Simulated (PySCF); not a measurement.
# C4H12Si: the cost of one run

The runs use PySCF 2.14.0; levels as typed in each script, gas phase, geometry from GFN2-xTB.

**1. Where the work starts**

SMILES `C[Si](C)(C)C`, 17 atoms, charge 0, spin multiplicity 1.

Bond lengths: C1–Si2 1.909 Å, C1–H6 1.086 Å, C1–H7 1.087 Å, C1–H8 1.084 Å, Si2–C3 1.909 Å, Si2–C4 1.909 Å, Si2–C5 1.909 Å, C3–H9 1.087 Å, C3–H10 1.086 Å, C3–H11 1.084 Å, C4–H12 1.086 Å, C4–H13 1.083 Å, C4–H14 1.084 Å, C5–H15 1.086 Å, C5–H16 1.086 Å, C5–H17 1.087 Å. Angles: Si2–C1–H6 111.4°, Si2–C1–H7 111.3°, Si2–C1–H8 111.5°, H6–C1–H7 106.3°, H6–C1–H8 107.5°, H7–C1–H8 108.6°, C1–Si2–C3 109.6°, C1–Si2–C4 109.4°, C1–Si2–C5 109.5°, C3–Si2–C4 109.5°, C3–Si2–C5 109.4°, C4–Si2–C5 109.5°, Si2–C3–H9 111.3°, Si2–C3–H10 111.3°, Si2–C3–H11 111.5°, H9–C3–H10 107.3°, H9–C3–H11 107.6°, H10–C3–H11 107.5° and more.

As a file:

```xyz
17
charge 0, multiplicity 1
C    -1.3548   -0.0683    1.3427
Si    0.0004   -0.0002    0.0000
C     0.1648   -1.7117   -0.8294
C     1.6643    0.4818    0.8024
C    -0.4725    1.2996   -1.3162
H    -2.3151   -0.3523    0.9214
H    -1.1221   -0.8108    2.1017
H    -1.4825    0.8936    1.8268
H    -0.7654   -2.0121   -1.3040
H     0.4214   -2.4793   -0.1047
H     0.9365   -1.7111   -1.5912
H     2.4626    0.5182    0.0663
H     1.9597   -0.2301    1.5631
H     1.6100    1.4570    1.2733
H    -0.5857    2.2859   -0.8757
H    -1.4239    1.0612   -1.7835
H     0.2880    1.3732   -2.0899
```

**2. Removing and adding an electron (LDA (SVWN)/cc-pvdz)**

Contents of input.py:

```python
import numpy as np
from pyscf import gto, scf, dft
from pyscf.scf import atom_ks, atom_hf
from scipy.linalg import block_diag

def solve(mol, dm0=None, hcore=None):
    mf = (dft.UKS if mol.spin else dft.RKS)(mol, xc='svwn')
    mf.grids.level = 3
    mf = mf.density_fit(auxbasis='def2-universal-jkfit')
    mf.conv_tol, mf.max_cycle = 1e-8, 80
    if hcore is not None:
        mf.get_hcore = lambda *args: hcore
    mf.kernel(dm0)
    if not mf.converged:
        mf = mf.newton().run(mf.mo_coeff, mf.mo_occ, max_cycle=30)
    assert mf.converged, 'SCF not converged'
    return mf

mol = gto.M(atom='''
C     -1.35477    -0.06826     1.34270
Si     0.00039    -0.00017    -0.00003
C      0.16478    -1.71167    -0.82942
C      1.66431     0.48182     0.80235
C     -0.47248     1.29962    -1.31617
H     -2.31510    -0.35235     0.92144
H     -1.12209    -0.81078     2.10170
H     -1.48252     0.89357     1.82677
H     -0.76536    -2.01214    -1.30401
H      0.42143    -2.47933    -0.10469
H      0.93645    -1.71107    -1.59118
H      2.46264     0.51817     0.06632
H      1.95967    -0.23011     1.56311
H      1.61004     1.45704     1.27326
H     -0.58568     2.28587    -0.87570
H     -1.42388     1.06124    -1.78350
H      0.28803     1.37316    -2.08990
''', basis='cc-pvdz', charge=0, spin=0, verbose=4)
mf = solve(mol)
out = dict(e0=mf.e_tot, dm0=mf.make_rdm1(), c=mf.mo_coeff, occ=mf.mo_occ, eps=mf.mo_energy)
for name, dq, spin in [('cation', 1, 1), ('anion', -1, 1)]:
    ion = mol.copy().set(charge=mol.charge + dq, spin=spin).build()
    mi = solve(ion)
    if spin and dq > 0 and mol.nao < 130:
        c, _, stable, _ = mi.stability(return_status=True)
        if not stable:
            mi = solve(ion, mi.make_rdm1(c, mi.mo_occ))
    print(name, 'vertical energy change / eV', (mi.e_tot - mf.e_tot) * 27.211386)
    out.update({'e_' + name: mi.e_tot, 'dm_' + name: mi.make_rdm1(), 's2_' + name: mi.spin_square()[0], 'eps_' + name: mi.mo_energy, 'occ_' + name: mi.mo_occ})
# spherically averaged free atoms, for the promolecule
atm = atom_ks.get_atm_nrks(mol, xc='svwn')
pro = block_diag(*[(atm[a[0]][2] * atm[a[0]][3]) @ atm[a[0]][2].T for a in mol._atom])
np.savez('result.npz', pro=pro, **out)
```

The run is started by

```bash
$ OMP_NUM_THREADS=1 python input.py
```

Q: Estimate wall time and peak memory on 1 thread of Arm Neoverse N1, shared host.

About 7.1 min, with a peak of 0.31 GiB.
